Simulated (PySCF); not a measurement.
# C₂H₁₁O₂PSi₂: NMR shifts

What NMR shifts should C₂H₁₁O₂PSi₂ (`CO[Si@H](C)O[SiH2]P`) show?

Programs: PySCF 2.14.0, with density-fitted response routines of our own. Each step states its level of theory. These are calculated values for one molecule in the gas phase, unless marked as measured. Atoms count from 0, in the outputs and in this text.

### Step 1. The starting structure

18 atoms, charge 0, multiplicity 1; geometry from: GFN2-xTB.

Bonds of the start (Å): C0–O1 1.40, O1–Si2 1.62, Si2–C3 1.90, Si2–O4 1.62, O4–Si5 1.61, Si5–P6 2.24, C0–H7 1.09, C0–H8 1.09, C0–H9 1.09, Si2–H10 1.46, C3–H11 1.09, C3–H12 1.09, C3–H13 1.09, Si5–H14 1.46, Si5–H15 1.46, P6–H16 1.39, P6–H17 1.38.

### Step 2. Shielding tensors: PBE0/pcSseg-1

The job: settings as JSON, then the geometry in Å.

```
{"job": {"kind": "nmr", "xc": "PBE0", "basis": "pcSseg-1"}, "charge": 0, "multiplicity": 1}
C     -2.576763     1.472989    -0.424044
O     -1.222809     1.179244    -0.593237
Si    -0.543214    -0.246065    -0.964106
C     -0.910177    -1.587387     0.326206
O      1.038454     0.099064    -1.011608
Si     2.472824     0.309013    -0.300928
P      2.510663    -0.833183     1.629020
H     -3.004770     0.891441     0.396090
H     -3.138251     1.253618    -1.334991
H     -2.664176     2.535770    -0.196898
H     -0.850470    -0.659916    -2.331263
H     -0.349757    -2.494439     0.122880
H     -1.963640    -1.853229     0.353049
H     -0.628322    -1.252196     1.323454
H      2.674690     1.751976    -0.153846
H      3.435225    -0.299380    -1.219574
H      1.924419     0.165545     2.391165
H      3.787314    -0.426549     1.976976
```

With the program's defaults for keys left out, this is: GIAO PBE0/pcSseg-1 NMR shielding, non-relativistic, gas phase.

What will the session give for the following? 13C shifts against TMS (PBE0/pcSseg-1); 1H shifts against TMS (PBE0/pcSseg-1, means over atoms taken as alike); 17O shifts against H2O (PBE0/pcSseg-1); 29Si shifts against TMS (PBE0/pcSseg-1); 31P shifts against H3PO4 (PBE0/pcSseg-1). Wanted: 13C shifts against TMS; 1H shifts against TMS; 17O shifts against H2O; 29Si shifts against TMS; 31P shifts against H3PO4.

The runs gave:

| quantity | value |
| --- | --- |
| 13C shifts against TMS (PBE0/pcSseg-1) | 50.8, 1.3 ppm |
| 1H shifts against TMS (PBE0/pcSseg-1, means over atoms taken as alike) | 6.00, 5.46, 4.91, 3.79, 1.11, 0.15 ppm |
| 17O shifts against H2O (PBE0/pcSseg-1) | 56.8, 29.2 ppm |
| 29Si shifts against TMS (PBE0/pcSseg-1) | -21.7, -22.9 ppm |
| 31P shifts against H3PO4 (PBE0/pcSseg-1) | -285.6 ppm |

**Reading.** The most deshielded carbon is C0 (methyl carbon bonded to O), at 50.8 ppm: pulled downfield by the heteroatom.
